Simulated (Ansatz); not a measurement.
# C2H9AlClNSi: the cost of one run

Program: Ansatz 0.2.0. Level of theory: UKS PBE/6-31G. These are calculated values, not measurements.

**1. The starting structure**

Bond lengths: C1–C2 1.568 Å, C2–Si3 1.895 Å, Si3–Cl4 2.169 Å, Si3–Al5 2.340 Å, Al5–N6 1.929 Å, C1–H7 1.115 Å, C1–H8 1.057 Å, C1–H9 1.061 Å, C2–H10 1.127 Å, C2–H11 1.130 Å, Si3–H12 1.412 Å, Al5–H13 1.638 Å, N6–H14 1.026 Å, N6–H15 1.069 Å. Angles (14 of 24 angles, heavy atoms first): C1–C2–Si3 112.4°, C2–Si3–Cl4 107.7°, C2–Si3–Al5 108.5°, Cl4–Si3–Al5 108.3°, Si3–Al5–N6 120.4°, C1–C2–H10 108.2°, C1–C2–H11 110.2°, Si3–C2–H10 110.2°, Si3–C2–H11 108.5°, C2–C1–H7 106.0°, C2–C1–H8 108.8°, C2–C1–H9 107.6°, C2–Si3–H12 109.7°, Cl4–Si3–H12 111.7°.

Structure file:

```xyz
15

C     0.6585   -2.3860   -0.2423
C     0.3155   -0.9476    0.2787
Si   -0.2680    0.2029   -1.1094
Cl    1.3852    0.4612   -2.4894
Al   -0.7818    2.2868   -0.1783
N    -0.6100    2.5748    1.7214
H    -0.2731   -2.7712   -0.7185
H     0.9624   -2.9819    0.5766
H     1.4339   -2.2900   -0.9607
H     1.2356   -0.5249    0.7743
H    -0.4943   -0.9997    1.0651
H    -1.3979   -0.3552   -1.7468
H    -1.3422    3.5104   -1.1112
H     0.3568    2.3532    1.9825
H    -1.2026    1.8164    2.1872
```

**2. Relaxing end A**

The input, input.yaml:

```yaml
crystal:
  periodic: [false, false, false]
  atoms:
    - { symbol: C, position_ang: [0.6585, -2.386, -0.2423] }
    - { symbol: C, position_ang: [0.3155, -0.9476, 0.2787] }
    - { symbol: Si, position_ang: [-0.268, 0.2029, -1.1094] }
    - { symbol: Cl, position_ang: [1.3852, 0.4612, -2.4894] }
    - { symbol: Al, position_ang: [-0.7818, 2.2868, -0.1783] }
    - { symbol: "N", position_ang: [-0.61, 2.5748, 1.7214] }
    - { symbol: H, position_ang: [-0.2731, -2.7712, -0.7185] }
    - { symbol: H, position_ang: [0.9624, -2.9819, 0.5766] }
    - { symbol: H, position_ang: [1.4339, -2.29, -0.9607] }
    - { symbol: H, position_ang: [1.2356, -0.5249, 0.7743] }
    - { symbol: H, position_ang: [-0.4943, -0.9997, 1.0651] }
    - { symbol: H, position_ang: [-1.3979, -0.3552, -1.7468] }
    - { symbol: H, position_ang: [-1.3422, 3.5104, -1.1112] }
    - { symbol: H, position_ang: [0.3568, 2.3532, 1.9825] }
    - { symbol: H, position_ang: [-1.2026, 1.8164, 2.1872] }
magnetization:
  spin_polarized: true
basis:
  gaussian: { orbitals: "6-31G" }
hamiltonian:
  xc: pbe
relax:
  f_tol: 0.02
  max_steps: 50
```

Run with:

```bash
$ ansatz run input.yaml --threads 2 --pin off --max-ram 3072MiB --backend cpu --events-out ev --progress --plain --runs-dir out
```

Q: Estimate wall time and peak memory on 2 threads of Arm Neoverse V1, shared host.

About 3.3 min, with a peak of 0.22 GiB.
